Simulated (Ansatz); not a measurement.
# C2H9FInP: a ladder of functionals and wavefunction methods

The task here is to estimate one member of a computed series from the others.

Method: functionals in def2-TZVPP, the program's frozen cores in correlated methods; program: Ansatz 0.2.0, Gaussian basis.

Plan: LDA (SPW92), PBE-D4, revPBE-D4, BLYP-D4, r2SCAN-D4, B97M-V, PBE0-D4, B3LYP-D4, r2SCANh-D4, r2SCAN0-D4, HSE06-D4, BHLYP-D4, CAM-B3LYP-D4, LC-ωPBE, ωB97X-V, ωB97M-V, B2PLYP, PBE-QIDH; CCSD(T)/def2-SVP; MP2/def2-TZVPP; MP2/def2-QZVPP; RPA on PBE.

## The relaxed structure

All runs share one geometry, relaxed beforehand with PBE0-D4 in a triple-zeta def2 set. In takes the def2 core potential; no spin-orbit term is included.

SMILES `[CH3][In-]([CH3])([F])[PH3+]`, 14 atoms, charge 0, spin multiplicity 1.

Atoms are counted from 1 here; the program's logs count them from 0.

Bond lengths: C1–In2 2.142 Å, C1–H6 1.091 Å, C1–H7 1.090 Å, C1–H8 1.091 Å, In2–C3 2.142 Å, In2–F4 2.018 Å, In2–P5 2.819 Å, C3–H9 1.090 Å, C3–H10 1.091 Å, C3–H11 1.091 Å, P5–H12 1.408 Å, P5–H13 1.408 Å, P5–H14 1.416 Å. Angles: In2–C1–H6 110.6°, In2–C1–H7 108.8°, In2–C1–H8 110.8°, H6–C1–H7 108.9°, H6–C1–H8 108.4°, H7–C1–H8 109.3°, C1–In2–C3 139.4°, C1–In2–F4 108.9°, C1–In2–P5 103.2°, C3–In2–F4 108.9°, C3–In2–P5 103.3°, F4–In2–P5 69.9°, In2–C3–H9 108.7°, In2–C3–H10 110.6°, In2–C3–H11 110.8°, H9–C3–H10 108.9°, H9–C3–H11 109.3°, H10–C3–H11 108.4° and more.

The first run:

File in.yaml:

```yaml
crystal:
  periodic: [false, false, false]
  atoms:
    - {symbol: C, position_ang: [-1.867914, 1.325253, -0.546558]}
    - {symbol: In, position_ang: [-0.013603, 0.641363, 0.278170]}
    - {symbol: C, position_ang: [0.853598, 0.207010, 2.187527]}
    - {symbol: F, position_ang: [1.466471, 1.015589, -1.042026]}
    - {symbol: P, position_ang: [0.549015, -1.673556, -1.228963]}
    - {symbol: H, position_ang: [-2.170942, 2.265014, -0.082691]}
    - {symbol: H, position_ang: [-1.737538, 1.485332, -1.616994]}
    - {symbol: H, position_ang: [-2.658807, 0.591233, -0.385077]}
    - {symbol: H, position_ang: [1.915720, 0.002406, 2.051486]}
    - {symbol: H, position_ang: [0.740189, 1.055950, 2.863212]}
    - {symbol: H, position_ang: [0.374352, -0.661142, 2.642567]}
    - {symbol: H, position_ang: [1.931587, -1.929580, -1.151334]}
    - {symbol: H, position_ang: [0.491142, -1.337666, -2.595316]}
    - {symbol: H, position_ang: [0.113730, -3.016306, -1.345204]}
basis:
  gaussian: {orbitals: def2-TZVPP}
hamiltonian: {xc: lda}
output: {orbitals: {seedname: orbitals}}
```

Launch:

```console
$ ansatz run in.yaml --threads 4 --pin off --events-out ev --progress --plain --max-ram 11315MiB
```

Steps of the session up to this table: LDA; PBE-D4 (GGA); revPBE-D4 (GGA); BLYP-D4 (GGA); r2SCAN-D4 (meta-GGA); B97M-V (meta-GGA); PBE0-D4 (hybrid); B3LYP-D4 (hybrid); r2SCANh-D4 (hybrid); r2SCAN0-D4 (hybrid); HSE06-D4 (hybrid); BHLYP-D4 (hybrid); CAM-B3LYP-D4 (range-separated); LC-ωPBE (range-separated); ωB97X-V (range-separated); ωB97M-V (range-separated); B2PLYP (double hybrid); PBE-QIDH (double hybrid).

One of the session's tables, all rows but one given; the rest of the session is left out.

It belongs to the step «Frontier levels by functional». 

| functional | HOMO (eV) | gap (eV) |
| --- | --- | --- |
| LDA (SPW92) | -6.29 | 5.26 |
| PBE-D4 | -6.10 | 5.28 |
| revPBE-D4 | ? | ? |
| BLYP-D4 | -5.97 | 5.19 |
| r2SCAN-D4 | -6.33 | 5.82 |
| B97M-V | -6.39 | 5.64 |
| PBE0-D4 | -7.31 | 7.24 |
| B3LYP-D4 | -7.10 | 6.75 |
| r2SCANh-D4 | -6.79 | 6.59 |
| r2SCAN0-D4 | -7.47 | 7.64 |
| HSE06-D4 | -6.91 | 6.49 |
| BHLYP-D4 | -8.38 | 8.93 |
| CAM-B3LYP-D4 | -8.62 | 9.32 |
| LC-ωPBE | -9.95 | 11.71 |
| ωB97X-V | -9.58 | 11.19 |
| ωB97M-V | -9.50 | 10.64 |

Estimate the missing values for revPBE-D4.

As computed: HOMO (eV): -6.02; gap (eV): 5.30. In the column «HOMO (eV)» it lies between PBE-D4 (-6.10) and BLYP-D4 (-5.97).
